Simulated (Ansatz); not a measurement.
**CH2STe (SMILES S=C[TeH]): functionals against CCSD(T) at one geometry**

Aim: energy, forces and dipole at a structure displaced at random from a GFN2-xTB minimum, from CCSD(T) and from density functionals.

Computed with Ansatz 0.2.0, Gaussian basis. Level: single points in def2-TZVPP.

Cores are frozen in the correlated methods. Filled d shells of the heavier atoms are correlated. Core potentials replace the inner electrons past krypton, and spin-orbit coupling is left out.

## Step 1: The starting structure

5 atoms, charge 0, spin multiplicity 1.

Atoms are counted from 1 here; the program's logs count them from 0.

Bond lengths: S1–C2 1.660 Å, C2–Te3 1.983 Å, C2–H4 0.940 Å, Te3–H5 1.766 Å. Angles: S1–C2–Te3 120.7°, S1–C2–H4 125.5°, Te3–C2–H4 113.8°, C2–Te3–H5 90.8°.

Geometry (Å):

```xyz
5
charge 0, multiplicity 1
S    -0.84660   -1.89300   -0.68020
C    -0.34960   -0.49680    0.06860
Te    0.93550    0.72560   -0.81890
H    -0.64260   -0.19420    0.90940
H     0.88140    1.82350    0.56330
```

## Step 2: CCSD(T)/def2-TZVPP

Input file run/in.yaml:

```yaml
crystal:
  periodic: [false, false, false]
  atoms:
    - {symbol: S, position_ang: [-0.846600, -1.893000, -0.680200]}
    - {symbol: C, position_ang: [-0.349600, -0.496800, 0.068600]}
    - {symbol: Te, position_ang: [0.935500, 0.725600, -0.818900]}
    - {symbol: H, position_ang: [-0.642600, -0.194200, 0.909400]}
    - {symbol: H, position_ang: [0.881400, 1.823500, 0.563300]}
basis:
  gaussian: {orbitals: def2-TZVPP}
correlation: {method: ccsd_t}
output: {forces: true}
```

The command line of these runs was not kept.

## Step 3: PBE0-D4/def2-TZVPP

run/in.yaml: that of step 2 with these lines changed.

```diff
@@ -10,3 +10,3 @@
   gaussian: {orbitals: def2-TZVPP}
-correlation: {method: ccsd_t}
-output: {forces: true}
+hamiltonian: {xc: pbe0, dispersion: d4}
+output: {forces: true, orbitals: {seedname: orbitals}}
```

## Step 4: wB97M-V/def2-TZVPP

run/in.yaml: that of step 3 with these lines changed.

```diff
@@ -10,3 +10,3 @@
   gaussian: {orbitals: def2-TZVPP}
-hamiltonian: {xc: pbe0, dispersion: d4}
-output: {forces: true, orbitals: {seedname: orbitals}}
+hamiltonian: {xc: {name: wB97M-V}}
+output: {forces: true}
```

## Step 5: r2SCAN-D4/def2-TZVPP

run/in.yaml: that of step 4 with these lines changed.

```diff
@@ -10,3 +10,3 @@
   gaussian: {orbitals: def2-TZVPP}
-hamiltonian: {xc: {name: wB97M-V}}
+hamiltonian: {xc: r2scan, dispersion: d4}
 output: {forces: true}
```

## Step 6: PBE-D4/def2-TZVPP

run/in.yaml: that of step 5 with these lines changed.

```diff
@@ -10,3 +10,3 @@
   gaussian: {orbitals: def2-TZVPP}
-hamiltonian: {xc: r2scan, dispersion: d4}
+hamiltonian: {xc: pbe, dispersion: d4}
 output: {forces: true}
```

## Step 7: wB97X-V/def2-TZVPP

run/in.yaml: that of step 6 with these lines changed.

```diff
@@ -10,3 +10,3 @@
   gaussian: {orbitals: def2-TZVPP}
-hamiltonian: {xc: pbe, dispersion: d4}
+hamiltonian: {xc: {name: wB97X-V}}
 output: {forces: true}
```

## Step 8: revPBE-D4/def2-TZVPP

run/in.yaml: that of step 7 with these lines changed.

```diff
@@ -10,3 +10,3 @@
   gaussian: {orbitals: def2-TZVPP}
-hamiltonian: {xc: {name: wB97X-V}}
+hamiltonian: {xc: {name: revPBE}, dispersion: d4}
 output: {forces: true}
```

(Steps that only read results are left out.)

Before running it: what results should come out? Wanted: energy less free atoms, CCSD(T)/def2-TZVPP; RMS force component; RMS force error; HOMO and LUMO, PBE0-D4; T1 diagnostic.

As calculated:

| quantity | value |
| --- | --- |
| energy less free atoms, CCSD(T)/def2-TZVPP | -1357.9 kJ/mol |
| RMS force component | 3.025 to 3.200 eV/Å over the methods |
| RMS force error | PBE0-D4 0.217, wB97M-V 0.237, r2SCAN-D4 0.121, PBE-D4 0.174, wB97X-V 0.285, revPBE-D4 0.191 eV/Å |
| HOMO and LUMO, PBE0-D4 | -6.55 and -2.54 eV |
| T1 diagnostic | 0.017 |

Against CCSD(T) the functionals' energies less atoms differ by -124.9 to -41.4 kJ/mol, PBE-D4 by -124.9 kJ/mol. The reference is not at the basis limit: in triple zeta CCSD(T) underbinds, which counts against methods that bind more; the gaps are no ranking. On forces the order runs from r2SCAN-D4 to wB97X-V. Frozen-core CCSD(T) forces in triple zeta carry basis errors of their own, and this is one geometry, so small gaps rank nothing. The restricted Hartree–Fock reference is unstable towards an unrestricted one at one or more of these structures.
